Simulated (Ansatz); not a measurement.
# Co4W: the cost of one run

Program: Ansatz 0.2.0. Level of theory: DFT PBE, scalar-relativistic, plane waves, PAW. These are calculated values, not measurements.

## (1) The structure to begin with

The structure is hexagonal, space group P6_3/mmc (No. 194). Conventional cell: a = 2.591 Å, b = 2.591 Å, c = 20.350 Å, α = 90.00°, β = 90.00°, γ = 120.00°. Around Co (site symmetry 3m) lie 12 Co at 2.53 to 2.59 Å. Co (site symmetry 3m) has 3 W at 2.53 Å and 9 Co at 2.53 to 2.59 Å as nearest neighbours. W (site symmetry -6m2) has 6 Co at 2.53 Å and 6 W at 2.59 Å as nearest neighbours.

As a file:

```xyz
10
Lattice="2.5915 0.0000 0.0000 -1.2957 2.2443 0.0000 0.0000 0.0000 20.3504" Properties=species:S:1:pos:R:3 pbc="T T T"
Co    0.0000    1.4962   19.3329
Co    0.0000    1.4962    3.0526
Co    0.0000    1.4962    7.1226
Co    0.0000    1.4962   11.1927
Co    1.2957    0.7481   17.2979
Co    1.2957    0.7481    1.0175
Co    1.2957    0.7481    9.1577
Co    1.2957    0.7481   13.2278
W     0.0000    1.4962   15.2628
W     1.2957    0.7481    5.0876
```

The start is an ordering of an alloy on its end members' structure types: elements ordered on the sites of the Sb type, Co/W on Sb (P6_3/mmc, No. 194).

## (2) Probe: one point on a coarse mesh

input.yaml reads:

```yaml
crystal:
  lattice:
    - [2.59146784, 0.0, 0.0]
    - [-1.29573392, 2.24427698, 0.0]
    - [0.0, 0.0, 20.35041588]
  atoms:
    - { symbol: Co, position: [0.33333333, 0.66666667, 0.95], spin: 3.0 }
    - { symbol: Co, position: [0.33333333, 0.66666667, 0.15], spin: 3.0 }
    - { symbol: Co, position: [0.33333333, 0.66666667, 0.35], spin: 3.0 }
    - { symbol: Co, position: [0.33333333, 0.66666667, 0.55], spin: -3.0 }
    - { symbol: Co, position: [0.66666667, 0.33333333, 0.85], spin: -3.0 }
    - { symbol: Co, position: [0.66666667, 0.33333333, 0.05], spin: 3.0 }
    - { symbol: Co, position: [0.66666667, 0.33333333, 0.45], spin: -3.0 }
    - { symbol: Co, position: [0.66666667, 0.33333333, 0.65], spin: 3.0 }
    - { symbol: W, position: [0.33333333, 0.66666667, 0.75] }
    - { symbol: W, position: [0.66666667, 0.33333333, 0.25] }
basis:
  ecutwfc: 420
kpoints:
  mp_grid: { grid: [6, 6, 1] }
hamiltonian:
  xc: pbe
scf:
  occupations: { method: gaussian, width: 0.1 }
  lower_state_search: "off"
output:
  forces: true
  stress: true
  eigenvalues: true
  populations: true
magnetization:
  spin_polarized: true
```

Command:

```bash
$ ansatz run input.yaml --threads 1 --pin off --max-ram 2560MiB --backend cpu --events-out ev --progress --plain --runs-dir out
```

Q: Estimate wall time and peak memory on 1 thread of AMD EPYC 9R45 (Zen 5), shared host.

About 21 s, with a peak of 0.53 GiB.
